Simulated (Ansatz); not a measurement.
Run this with the Ansatz DFT code, driven from Python and show what comes out.

`torsion_ch4f2osi.py`:
```python
"""Energy of CH4F2OSi as one group turns about a bond."""

import ansatz as az
from ase import Atoms


def main() -> None:
    atoms = Atoms(["O", "C", "Si", "F", "F", "H", "H", "H", "H"], positions=[
        (0.2622, -0.9589, -1.5698),
        (0.4183, -0.7245, -0.1707),
        (-0.5149, 0.6687, 0.7073),
        (-1.9895, 0.4264, 0.6408),
        (-0.1329, 2.0286, -0.0625),
        (0.3728, -0.0445, -2.0263),
        (1.5259, -0.5785, -0.0263),
        (0.2009, -1.6521, 0.3065),
        (-0.0543, 0.7886, 2.1839),
    ])

    # relax first, so that the scan starts from a minimum
    first = (
        az.Crystal.molecule_from_ase(atoms).calculation()
        .basis(gaussian="cc-pVDZ")
        .functional("hf")
        .relax(force_tolerance=0.02, max_steps=80)
    )
    atoms.positions = first.run(threads=1).report["positions_ang"]

    start = atoms.get_dihedral(2, 1, 0, 5)
    energies = {}
    for turn in range(0, 360, 30):
        turned = atoms.copy()
        turned.set_dihedral(2, 1, 0, 5, start + turn, indices=[0, 5])
        job = (
            az.Crystal.molecule_from_ase(turned).calculation()
            .basis(gaussian="cc-pVDZ")
            .functional("hf")
        )
        energies[round((start + turn) % 360)] = job.run(threads=1).report["free_energy_ev"]
    floor = min(energies.values())
    print("dihedral Si2-C1-O0-H5 (deg)   E - E(min) (kcal/mol)")
    for angle, e in sorted(energies.items()):
        print(f"{angle:8d} {23.060548 * (e - floor):14.3f}  " + "#" * int(30 * (e - floor) / max(max(energies.values()) - floor, 1e-9)))


if __name__ == "__main__":
    main()
```

```console
$ python torsion_ch4f2osi.py
dihedral Si2-C1-O0-H5 (deg)   E - E(min) (kcal/mol)
      29          1.196  ##########
      59          0.000
      89          0.914  ########
     119          2.145  ###################
     149          2.153  ###################
     179          1.709  ###############
     209          2.117  ##################
     239          2.736  ########################
     269          2.546  ######################
     299          2.451  #####################
     329          3.375  ##############################
     359          3.361  #############################
```

The scan is rigid and the energies are electronic, in a modest basis. With rigid groups the curve can differ much from the relaxed path, the start wasn't checked as a minimum of this torsion, and equivalent turns needn't return to the same energy. Timing: 23 s on 1 thread of Intel(R) Xeon(R) Processor @ 2.30GHz, with other jobs on the host, peak memory 0.29 GiB.
